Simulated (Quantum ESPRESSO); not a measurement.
# TaPtAu (Immm) in Quantum ESPRESSO: reference runs

Reference runs on TaPtAu: the cell as given.

Program: Quantum ESPRESSO 7.5. These are calculated values, not measurements. Logs are shortened: lines on timing, memory, paths and dates and some standing lists are left out, and cuts for length are marked.

## Step 1: The structure

Symmetry: Immm, No. 71, orthorhombic system. The conventional cell has a = 4.074 Å, b = 5.026 Å, c = 6.341 Å, α = 90.00°, β = 90.00°, γ = 90.00°. Around Ta (site symmetry mmm) lie 2 Au at 2.51 Å. Pt (site symmetry mmm) is surrounded by 2 Au at 2.04 Å. Au (site symmetry mmm) is surrounded by 2 Pt at 2.04 Å.

The cell was built by a generator and needn't be a form met in nature.

## Step 2: Single point, PBE

Input file pw.in:

```
&CONTROL
  calculation = 'scf'
  prefix = 'pwscf'
  outdir = './tmp'
  pseudo_dir = './pseudo'
  tprnfor = .true.
  tstress = .true.
  disk_io = 'low'
/
&SYSTEM
  ibrav = 0
  nat = 3
  ntyp = 3
  ecutwfc = 60
  ecutrho = 440
  nbnd = 33
  occupations = 'smearing'
  smearing = 'fd'
  degauss = 0.00367493
/
&ELECTRONS
  conv_thr = 6d-10
  electron_maxstep = 120
  mixing_beta = 0.5
/
ATOMIC_SPECIES
Ta   180.9479 Ta_pbe_v1.uspp.F.UPF
Pt   195.0840 pt_pbe_v1.4.uspp.F.UPF
Au   196.9666 Au_ONCV_PBE-1.0.oncvpsp.upf
CELL_PARAMETERS angstrom
  -2.0371543900    2.5128023800    3.1705002700
   2.0371543900   -2.5128023800    3.1705002700
   2.0371543900    2.5128023800   -3.1705002700
ATOMIC_POSITIONS crystal
Ta     0.0000000000    0.5000000000    0.5000000000
Pt     0.5000000000    0.0000000000    0.5000000000
Au     0.5000000000    0.5000000000    0.0000000000
K_POINTS automatic
8 8 8 0 0 0
```

Input file pp_density.in:

```
&INPUTPP
  prefix = 'pwscf'
  outdir = './tmp'
  filplot = 'density.dat'
  plot_num = 0
/
&PLOT
  nfile = 1
  filepp(1) = 'density.dat'
  iflag = 3
  output_format = 6
  fileout = 'density.cube'
/
```

Input file pp_potential.in:

```
&INPUTPP
  prefix = 'pwscf'
  outdir = './tmp'
  filplot = 'potential.dat'
  plot_num = 11
/
&PLOT
  nfile = 1
  filepp(1) = 'potential.dat'
  iflag = 3
  output_format = 6
  fileout = 'potential.cube'
/
```

Potentials or basis: SSSP 1.3 efficiency PBE.

Launch:

```sh
OMP_NUM_THREADS=1 pw.x -in pw.in > pw.out
OMP_NUM_THREADS=1 pp.x -in pp_density.in > pp_density.out
OMP_NUM_THREADS=1 pp.x -in pp_potential.in > pp_potential.out
```

pw.out:

```text
This program is part of the open-source Quantum ESPRESSO suite
     for quantum simulation of materials; please cite
[... 9 lines left out ...]
     --------------------
     sticks:   dense  smooth     PW     G-vecs:    dense   smooth      PW
     Sum        2565    1403    465                68327    27465    5239

     Using Slab Decomposition

     bravais-lattice index     =            0
     lattice parameter (alat)  =       8.5595  a.u.
     unit-cell volume          =     438.0934 (a.u.)^3
     number of atoms/cell      =            3
     number of atomic types    =            3
     number of electrons       =        48.00
     number of Kohn-Sham states=           33
     kinetic-energy cutoff     =      60.0000  Ry
     charge density cutoff     =     440.0000  Ry
     scf convergence threshold =      6.0E-10
     mixing beta               =       0.5000
     number of iterations used =            8  plain     mixing
     Exchange-correlation= PBE
                           (   1   4   3   4   0   0   0)

     celldm(1)=   8.559489  celldm(2)=   0.000000  celldm(3)=   0.000000
     celldm(4)=   0.000000  celldm(5)=   0.000000  celldm(6)=   0.000000

     crystal axes: (cart. coord. in units of alat)
               a(1) = (  -0.449754   0.554765   0.699969 )
               a(2) = (   0.449754  -0.554765   0.699969 )
               a(3) = (   0.449754   0.554765  -0.699969 )

     reciprocal axes: (cart. coord. in units 2 pi/alat)
               b(1) = ( -0.000000  0.901282  0.714317 )
               b(2) = (  1.111719 -0.000000  0.714317 )
               b(3) = (  1.111719  0.901282  0.000000 )

     PseudoPot. # 1 for Ta read from file:
     Ta_pbe_v1.uspp.F.UPF
     Pseudo is Ultrasoft + core correction, Zval = 13.0
     Generated by new atomic code, or converted to UPF format
     Using radial grid of  921 points,  7 beta functions with:
                l(1) =   0
                l(2) =   0
                l(3) =   1
                l(4) =   1
                l(5) =   2
                l(6) =   2
                l(7) =   3
     Q(r) pseudized with  6 coefficients,  rinner =    1.300   1.300   1.300
                                                       1.300   1.300   1.300
                                                       1.300

     PseudoPot. # 2 for Pt read from file:
     pt_pbe_v1.4.uspp.F.UPF
     Pseudo is Ultrasoft + core correction, Zval = 16.0
     Generated by new atomic code, or converted to UPF format
     Using radial grid of  985 points,  6 beta functions with:
                l(1) =   0
                l(2) =   0
                l(3) =   1
                l(4) =   1
                l(5) =   2
                l(6) =   2
     Q(r) pseudized with  8 coefficients,  rinner =    1.300   1.300   1.300
[... 28 lines left out ...]
         3        Au     tau(   3) = (   0.0000000   0.0000000   0.6999691  )

     number of k points=    95  Fermi-Dirac smearing, width (Ry)=  0.0037
                       cart. coord. in units 2pi/alat
        k(    1) = (   0.0000000   0.0000000   0.0000000), wk =   0.0039062
        k(    2) = (   0.1389649   0.1126602   0.0000000), wk =   0.0156250
        k(    3) = (   0.2779297   0.2253205   0.0000000), wk =   0.0156250
        k(    4) = (   0.4168946   0.3379807   0.0000000), wk =   0.0156250
        k(    5) = (  -0.5558595  -0.4506409   0.0000000), wk =   0.0078125
        k(    6) = (   0.1389649  -0.0000000   0.0892897), wk =   0.0156250
[... 87 lines left out ...]
        k(   94) = (  -0.8337892   0.0000000   0.0000000), wk =   0.0078125
        k(   95) = (  -1.1117189  -0.9012818  -0.7143173), wk =   0.0039062

     Dense  grid:    68327 G-vectors     FFT dimensions: (  60,  60,  60)

     Smooth grid:    27465 G-vectors     FFT dimensions: (  45,  45,  45)

     Initial potential from superposition of free atoms

     starting charge      47.4988, renormalised to      48.0000

     negative rho (up, down):  2.792E-01 0.000E+00
     Starting wfcs are   35 randomized atomic wfcs

     Self-consistent Calculation

     iteration #  1     ecut=    60.00 Ry     beta= 0.50
     Davidson diagonalization with overlap
     ethr =  1.00E-02,  avg # of iterations =  5.4

     negative rho (up, down):  2.673E-01 0.000E+00
[... 55 lines left out ...]
     total energy              =    -626.39597316 Ry
     estimated scf accuracy    <       0.00095364 Ry

     iteration #  8     ecut=    60.00 Ry     beta= 0.50
     Davidson diagonalization with overlap
     c_bands:  2 eigenvalues not converged
     ethr =  1.99E-06,  avg # of iterations =  3.5

     negative rho (up, down):  2.705E-01 0.000E+00

     total energy              =    -626.39598345 Ry
     estimated scf accuracy    <       0.00012836 Ry
[... 46 lines left out ...]
     iteration # 14     ecut=    60.00 Ry     beta= 0.50
     Davidson diagonalization with overlap
     ethr =  2.21E-12,  avg # of iterations =  1.4

     negative rho (up, down):  2.706E-01 0.000E+00

     End of self-consistent calculation

          k = 0.0000 0.0000 0.0000 (  3441 PWs)   bands (ev):

   -92.0968 -53.5724 -44.8144 -43.5866 -43.0941 -37.9471 -37.3986 -37.3827
   -19.9753 -19.9642 -19.9595   3.5770   5.8781   6.4852   6.9161   8.7105
     8.9432  12.2197  13.1672  13.7551  15.8198  15.8489  16.4673  16.5767
    16.8912  16.9583  18.2673  18.6074  19.0679  21.0297  22.4738  24.2229
    24.3976
[... 459 lines left out ...]
   -92.0997 -53.5721 -44.2807 -43.5797 -43.0865 -38.7725 -37.4157 -37.4003
   -19.9786 -19.9744 -19.9654   7.5527   8.0229   8.8913   9.3884   9.5662
    10.4712  10.6579  10.8148  11.2149  12.1113  12.5261  12.6074  15.6110
    16.0384  16.7161  17.1117  17.1357  20.5038  20.5714  21.1247  23.8908
    24.3334

          k = 0.0000 0.3380-0.0893 (  3446 PWs)   bands (ev):

   -92.0968 -53.5738 -44.8144 -43.5805 -43.0942 -37.9471 -37.3987 -37.3828
   -20.0137 -19.9784 -19.9616   3.5896   6.0968   6.5620   8.5048   9.1832
     9.4082  12.6757  12.8795  13.8710  14.0058  15.2167  15.2400  15.3242
    15.8147  15.9005  16.4629  17.4352  19.5065  22.8028  24.1075  24.7426
    25.2164

          k = 0.1390 0.4506-0.0893 (  3453 PWs)   bands (ev):

   -92.0972 -53.5740 -44.7438 -43.5785 -43.0931 -38.0612 -37.4013 -37.3854
   -20.0223 -19.9795 -19.9642   4.0737   6.3468   6.8029   9.2938   9.4386
     9.6664  12.4232  12.6703  12.9345  13.4962  14.2995  15.0029  15.2938
    15.6747  15.8011  16.4078  17.3381  19.2422  21.1738  23.8828  25.1068
    25.8099
[... 267 lines left out ...]
   -92.0968 -53.5722 -44.8145 -43.5868 -43.0944 -37.9471 -37.3988 -37.3830
   -19.9815 -19.9678 -19.9615   3.6005   5.9916   6.6951   7.5244   9.4982
    10.6871  12.0278  12.7829  13.0692  13.6798  15.3019  15.8130  15.9694
    16.5985  16.7335  17.0743  17.3045  18.0965  18.3530  22.5588  26.4669
    26.8544

     the Fermi energy is    15.8204 ev

!    total energy              =    -626.39600554 Ry
     estimated scf accuracy    <          1.3E-11 Ry
     smearing contrib. (-TS)   =      -0.00387832 Ry
     internal energy E=F+TS    =    -626.39212722 Ry

     The total energy is F=E-TS. E is the sum of the following terms:
     one-electron contribution =    -275.39618417 Ry
     hartree contribution      =     156.28525677 Ry
     xc contribution           =    -124.68454896 Ry
     ewald contribution        =    -382.59665085 Ry

     convergence has been achieved in  14 iterations

     negative rho (up, down):  2.706E-01 0.000E+00

     Forces acting on atoms (cartesian axes, Ry/au):

     atom    1 type  1   force =     0.00000000   -0.00000000   -0.00000000
     atom    2 type  2   force =    -0.00000000   -0.00000000    0.00000000
     atom    3 type  3   force =    -0.00000000   -0.00000000    0.00000000

     Total force =     0.000000     Total SCF correction =     0.000000

     Computing stress (Cartesian axis) and pressure

     negative rho (up, down):  2.706E-01 0.000E+00
          total   stress  (Ry/bohr**3)                   (kbar)     P=      606.58
   0.01269205   0.00000000  -0.00000000         1867.07        0.00       -0.00
   0.00000000   0.00089746  -0.00000000            0.00      132.02       -0.00
  -0.00000000  -0.00000000  -0.00121912           -0.00       -0.00     -179.34

=------------------------------------------------------------------------------=
   JOB DONE.
=------------------------------------------------------------------------------=
```

pp_density.out:

```text
This program is part of the open-source Quantum ESPRESSO suite
     for quantum simulation of materials; please cite
         "P. Giannozzi et al., J. Phys.:Condens. Matter 21 395502 (2009);
         "P. Giannozzi et al., J. Phys.:Condens. Matter 29 465901 (2017);
         "P. Giannozzi et al., J. Chem. Phys. 152 154105 (2020);
     in publications or presentations arising from this work. More details at

     IMPORTANT: XC functional enforced from input :
     Exchange-correlation= PBE
                           (   1   4   3   4   0   0   0)
     Any further DFT definition will be discarded
     Please, verify this is what you really want

     G-vector sticks info
     --------------------
     sticks:   dense  smooth     PW     G-vecs:    dense   smooth      PW
     Sum        2565    1403    465                68327    27465    5239

     Using Slab Decomposition

     negative rho (up, down):  2.706E-01 0.000E+00

     Calling punch_plot, plot_num =   0
     Writing data to file  density.dat
     Reading data from file  density.dat

     Writing data to be plotted to file density.cube
     Plot Type: 3D                     Output format: Gaussian cube

=------------------------------------------------------------------------------=
   JOB DONE.
=------------------------------------------------------------------------------=
```

pp_potential.out:

```text
This program is part of the open-source Quantum ESPRESSO suite
     for quantum simulation of materials; please cite
         "P. Giannozzi et al., J. Phys.:Condens. Matter 21 395502 (2009);
         "P. Giannozzi et al., J. Phys.:Condens. Matter 29 465901 (2017);
         "P. Giannozzi et al., J. Chem. Phys. 152 154105 (2020);
     in publications or presentations arising from this work. More details at

     IMPORTANT: XC functional enforced from input :
     Exchange-correlation= PBE
                           (   1   4   3   4   0   0   0)
     Any further DFT definition will be discarded
     Please, verify this is what you really want

     G-vector sticks info
     --------------------
     sticks:   dense  smooth     PW     G-vecs:    dense   smooth      PW
     Sum        2565    1403    465                68327    27465    5239

     Using Slab Decomposition

     negative rho (up, down):  2.706E-01 0.000E+00

     Calling punch_plot, plot_num =  11
     Writing data to file  potential.dat
     Reading data from file  potential.dat

     Writing data to be plotted to file potential.cube
     Plot Type: 3D                     Output format: Gaussian cube

=------------------------------------------------------------------------------=
   JOB DONE.
=------------------------------------------------------------------------------=
```

Wall time 3.1 min (1 thread of Intel Xeon 6975P-C (Granite Rapids), shared host); peak memory 0.65 GiB.

Results:

- Free energy: -8522.5518 eV
- Pressure: 60.7 GPa
- Band gap on the k mesh: none (metal or under the smearing width)

Levels at points of the mesh, in eV from the Fermi level:
```tsv
k point	band 22	band 23	band 24	band 25	band 26	band 27
(0.00, 0.00, 0.00)	0.03	0.65	0.76	1.07	1.14	2.45
(0.00, 0.00, -0.50)	-3.88	-3.42	-0.46	-0.22	0.47	1.43
(0.00, -0.50, 0.00)	-3.40	-3.23	-0.41	0.20	0.51	1.26
(0.00, -0.50, -0.50)	-1.41	-0.99	-0.95	-0.01	0.21	0.22
(-0.50, -0.50, -0.50)	-0.52	-0.01	0.15	0.78	0.91	1.25
```

Caveat: a pressure of tens of GPa on the cell as given is suspect, and the run, the potentials or the cell itself is likely at fault. The run has no spin-orbit coupling, so splittings on Au, Pt, Ta are missing.
